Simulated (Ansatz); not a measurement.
# Be: response to strain

Be is deformed so: zz strain of +2 %. What stress and forces result, by LAPW, PAW and all-electron datasets made for the crystal?

Program: Ansatz 0.2.0. Level of theory: DFT PBEsol, scalar-relativistic. These are calculated values, not measurements.

## Step 1: The system as given

The structure is cubic, space group Im-3m (No. 229). Conventional cell: a = 2.506 Å, b = 2.506 Å, c = 2.506 Å, α = 90.00°, β = 90.00°, γ = 90.00°. Be (site symmetry m-3m) is surrounded by 8 Be at 2.17 Å.

Coordinates:

```
Be
1.0
    -1.25312    1.25312    1.25312
     1.25312   -1.25312    1.25312
     1.25312    1.25312   -1.25312
Be
1
Direct
  0.00000 0.00000 0.00000
```

## Step 2: The deformed structure

Space group Im-3m before, I4/mmm after.

## Step 3: All-electron LAPW

input.yaml

```yaml
crystal:
  lattice:
    - [-1.2531209513, 1.2531209513, 1.2781833703]
    - [1.2531209513, -1.2531209513, 1.2781833703]
    - [1.2531209513, 1.2531209513, -1.2781833703]
  atoms:
    - { symbol: Be, position: [0.0, 0.0, 0.0] }
kpoints:
  mp_grid: { grid: [23, 23, 23] }
  band_path:
    path:
      - [0.0, 0.0, 0.0]
      - [0.0, 0.0, 0.5]
      - [0.25, 0.25, 0.25]
      - [0.0, 0.5, 0.0]
      - [0.0, 0.0, 0.0]
      - [0.5, 0.5, -0.5]
      - [0.4902921953, 0.5097078047, -0.4902921953]
      - [-0.4902921953, 0.4902921953, 0.4902921953]
      - [0.0, 0.0, 0.0]
    npoints: 5
scf:
  occupations: { method: fermi_dirac, width: 0.03 }
hamiltonian:
  xc: pbesol
  pseudopotentials: { kind: all_electron, lapw: { basis_error: 0.00025 } }
output:
  forces: true
  stress: true
  eigenvalues: true
```

Command:

```console
$ ansatz run input.yaml --threads 1 --pin off --max-ram 3072MiB --backend cpu --events-out ev --progress --plain --runs-dir out
```

## Step 4: PAW with frozen cores

input.yaml

```yaml
crystal:
  lattice:
    - [-1.2531209513, 1.2531209513, 1.2781833703]
    - [1.2531209513, -1.2531209513, 1.2781833703]
    - [1.2531209513, 1.2531209513, -1.2781833703]
  atoms:
    - { symbol: Be, position: [0.0, 0.0, 0.0] }
kpoints:
  mp_grid: { grid: [23, 23, 23] }
scf:
  occupations: { method: fermi_dirac, width: 0.03 }
hamiltonian:
  xc: pbesol
  pseudopotentials: { kind: paw }
output:
  forces: true
  stress: true
  eigenvalues: true
  efg: { contact_densities: true }
```

## Step 5: All-electron PAW on datasets made for the crystal

Changes to input.yaml since step 4:

```diff
@@ -13,3 +13,3 @@
   xc: pbesol
-  pseudopotentials: { kind: paw }
+  pseudopotentials: { kind: all_electron, datasets: crystal }
 output:
```

(Steps that only read results are left out.)

Before running it: what results should come out? Wanted: pressure; largest shear or deviatoric stress.

**Answer**, as computed:

| quantity | value |
| --- | --- |
| pressure | LAPW -4.32, PAW -4.23, crystal datasets -4.32 GPa |
| largest shear or deviatoric stress (LAPW) | 0.62 GPa |

In words: The largest part of the stress beyond the pressure is 0.62 GPa in size, in the zz component. No run of the undeformed cell stands beside it, so the pressure holds what the given cell had before the change. PAW: stress within 0.08 GPa of LAPW. Crystal datasets: stress within 0.01 GPa of LAPW.
